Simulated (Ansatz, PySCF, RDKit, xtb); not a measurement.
**SnSiNH6F: from the formula to a structure**

Task: start from the formula SnSiNH6F, draw up candidate structures, narrow them down in stages, and characterise the one that lies lowest at 298.15 K.

The funnel: GFN2-xTB relaxations, single points with a density functional, relaxations at PBE0-D3(BJ)/def2-SVP, harmonic vibrations, and a last energy at a higher level. All values are calculated.

6 further runs of the same task are left out: 6 set aside as unsound or not needed.

### 1 Candidates

A program enumerates the bonding patterns with one Lewis structure each (two rings at most, one unusual centre or charged pair), with their diastereomers. O–O, O–halogen and N–halogen bonds and N–N–N chains are not drawn. That gives 16 candidates.

c004 N[SiH2][SnH2][F]; c019 [F][SnH2][NH2+][SiH2-]; c058 [NH2][Sn@H]([F])[SiH3]; c084 [NH3+][SnH-][SiH2]F; c132 [NH3+][Sn-]([F])[SiH3]; c146 [F][SnH-][NH2+][SiH3]; c256 [NH3+][SiH-][SnH2][F]; c273 [NH2][SnH2][SiH2]F; c473 [NH3+][Sn@H-]([F])=[SiH2]; c532 F[SiH-][NH2+][SnH3]; c607 N[Si@H](F)[SnH3]; c662 F[SiH2][NH][SnH3]; c677 F[SiH2][NH2+][SnH2-]; c758 [NH3+][Si@H-](F)=[SnH2]; c892 [NH3+][Si-](F)[SnH3]; c942 [F][SnH2][NH][SiH3].

Candidates are built by distance geometry, with a force field where one applies, in up to four conformers (letters a to d). 6 starts with atoms placed at random are added, to find patterns that the rules miss.

**Question.** With final energies at CCSD(T)/def2-SVP + MP2/def2-TZVPP - MP2/def2-SVP, which structure will this search put lowest in free energy, and by what margin?

| quantity | value |
| --- | --- |
| lowest structure found | N[Si@H](F)[SnH3], singlet, C1 |
| next finalist | [F][SiH2][NH2][SnH2] ‡, singlet, 3.1 kcal/mol higher in G |
| share at equilibrium, among the finalists | 99.5 % |
| harmonic wavenumbers, lowest and highest (PBE0-D3(BJ)/def2-SVP) | 65 and 3711 cm⁻¹ |
| rotational constants, same geometry | 0.1866, 0.04486, 0.03875 cm⁻¹ |
| dipole moment (PBE0/def2-TZVPD) | 1.93 D |
| HOMO energy (PBE0/def2-TZVPD) | -7.85 eV |
| LUMO energy (PBE0/def2-TZVPD) | -0.42 eV |
| HOMO–LUMO gap (PBE0/def2-TZVPD) | 7.43 eV |
| lowest excitation (TD-CAM-B3LYP/def2-SVPD) | 6.65 eV (f = 0.046) |
| strongest of the states computed, same level | 7.67 eV (f = 0.301) |
| lowest triplet excitation, same level, Tamm-Dancoff | 5.84 eV |
| vertical ionisation energy | 9.74 eV |
| vertical electron affinity | -0.82 eV (unbound: the value depends on the basis) |
| vertical triplet less singlet | +5.52 eV |

The search ends on `N[Si@H](F)[SnH3]`. The margin of 3.1 kcal/mol over the next finalist is beyond the usual error of the last level; it says nothing of structures that weren't ranked. PBE0-D3(BJ)/def2-SVP, HF/def2-SVP and MP2/def2-SVP already put its bonding pattern lowest among the structures in one piece. Spin-orbit coupling, which matters for elements this heavy, is left out. One minimum inside the window was never screened. Lowest found is not proven lowest: the search is finite, and each finalist counts with one conformer. Patterns outside the rules of the enumeration were met only by chance.

‡ marks the bonded skeleton alone, with all bonds drawn single: no Lewis structure was assigned that passes a check against the bond lengths.
